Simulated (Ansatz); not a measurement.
# GeH₆OSi: up Jacob's ladder to CCSD(T)

Aim: compute GeH₆OSi with functionals from several rungs and with coupled cluster, and see how far each lands from CCSD(T) at the basis-set limit for the atomisation energy.

The runs use Ansatz 0.2.0, Gaussian basis; functionals in def2-TZVPP, the program's frozen cores in correlated methods.

The runs, in order: LDA (SPW92), PBE-D4, revPBE-D4, BLYP-D4, r2SCAN-D4, B97M-V, PBE0-D4, B3LYP-D4, r2SCANh-D4, r2SCAN0-D4, HSE06-D4, BHLYP-D4, CAM-B3LYP-D4, LC-ωPBE, ωB97X-V, ωB97M-V, B2PLYP, PBE-QIDH; CCSD(T)/def2-SVP; CCSD(T)/def2-TZVPP; CCSD(T)/def2-QZVPP; extrapolation to the limit; RPA on PBE.

## 1. Structure used throughout

An earlier PBE0-D4 in a triple-zeta def2 set relaxation fixed the geometry.

SMILES `O[SiH2][GeH3]`, 9 atoms, charge 0, spin multiplicity 1.

Atoms are counted from 1 here; the program's logs count them from 0.

Bond lengths: O1–Si2 1.653 Å, O1–H4 0.958 Å, Si2–Ge3 2.375 Å, Si2–H5 1.492 Å, Si2–H6 1.492 Å, Ge3–H7 1.539 Å, Ge3–H8 1.537 Å, Ge3–H9 1.537 Å. Angles: Si2–O1–H4 117.7°, O1–Si2–Ge3 106.7°, O1–Si2–H5 111.3°, O1–Si2–H6 111.2°, Ge3–Si2–H5 110.4°, Ge3–Si2–H6 110.4°, H5–Si2–H6 106.9°, Si2–Ge3–H7 109.5°, Si2–Ge3–H8 111.1°, Si2–Ge3–H9 111.1°, H7–Ge3–H8 108.2°, H7–Ge3–H9 108.2°, H8–Ge3–H9 108.6°.

## 2. LDA

This LDA is Slater exchange with PW92 correlation.

in.yaml

```yaml
crystal:
  periodic: [false, false, false]
  atoms:
    - {symbol: O, position_ang: [-1.699195, 0.432939, -0.836208]}
    - {symbol: Si, position_ang: [-0.084645, 0.700034, -0.605983]}
    - {symbol: Ge, position_ang: [0.663691, -0.937104, 0.942935]}
    - {symbol: H, position_ang: [-2.164816, 1.013974, -1.439556]}
    - {symbol: H, position_ang: [0.670232, 0.586896, -1.887612]}
    - {symbol: H, position_ang: [0.165986, 2.071283, -0.074877]}
    - {symbol: H, position_ang: [2.168243, -0.746472, 1.206140]}
    - {symbol: H, position_ang: [0.447594, -2.356927, 0.395026]}
    - {symbol: H, position_ang: [-0.078590, -0.810823, 2.283036]}
basis:
  gaussian: {orbitals: def2-TZVPP}
hamiltonian: {xc: lda}
output: {orbitals: {seedname: orbitals}}
```

Command:

```
$ ansatz run in.yaml --threads 2 --pin off --events-out ev --progress --plain --max-ram 32768MiB --backend cpu
```

Further steps of the session: PBE-D4 (GGA); revPBE-D4 (GGA); BLYP-D4 (GGA); r2SCAN-D4 (meta-GGA); B97M-V (meta-GGA); PBE0-D4 (hybrid); B3LYP-D4 (hybrid); r2SCANh-D4 (hybrid); r2SCAN0-D4 (hybrid); HSE06-D4 (hybrid); BHLYP-D4 (hybrid); CAM-B3LYP-D4 (range-separated); LC-ωPBE (range-separated); ωB97X-V (range-separated); ωB97M-V (range-separated); B2PLYP (double hybrid); PBE-QIDH (double hybrid); CCSD(T) in def2-SVP; CCSD(T) in def2-TZVPP; CCSD(T) in def2-QZVPP; RPA on PBE orbitals.

Q: Predict the results of all the runs planned. Wanted: atomisation energy, CCSD(T)/CBS; farthest beyond LDA; mean size of error, GGA; mean size of error, meta-GGA; mean size of error, hybrid; mean size of error, range-separated; mean size of error, double hybrid; gap, smallest and largest; T1 diagnostic.

**Answer**, as computed:

| quantity | value |
| --- | --- |
| atomisation energy, CCSD(T)/CBS | 2725.8 kJ/mol |
| functionals within 27.3 kJ/mol (1.0 %) | r2SCAN-D4, B97M-V, CAM-B3LYP-D4, ωB97X-V |
| farthest beyond LDA | revPBE-D4 (-97.5 kJ/mol) |
| mean size of error, GGA | 65.9 kJ/mol |
| mean size of error, meta-GGA | 11.1 kJ/mol |
| mean size of error, hybrid | 55.6 kJ/mol |
| mean size of error, range-separated | 24.6 kJ/mol |
| mean size of error, double hybrid | 59.7 kJ/mol |
| gap, smallest and largest | 5.66 eV (LDA (SPW92)), 12.51 eV (LC-ωPBE) |
| T1 diagnostic | 0.0118 |
| triples share of the correlation energy | 3.2 % |

What this shows: The LDA atomisation energy is off by 308.9 kJ/mol (11 %): it overbinds. PBE-D4 misses by -44.8 kJ/mol. Double hybrids carry the basis error of their MP2 part in triple zeta, and no dispersion term here, so their miss is partly the set-up's. The rungs meta-GGA, range-separated miss on average by less than the doubt on the reference (27.3 kJ/mol), so they tie. Misses under about 27.3 kJ/mol are within the doubt on the reference itself, which lacks core-valence correlation, relativity and higher excitations, and its outer-core shells are covered unevenly. Hartree-Fock recovers 73 % of the binding; the rest is correlation. CCSD(T) in def2-SVP is off by -216.7 kJ/mol, worse than the median functional, from the basis alone. Orbital gaps span 5.7 to 12.5 eV; exact exchange widens them. Correlated methods include outer-core shells of Ge, which these sets cover unevenly.
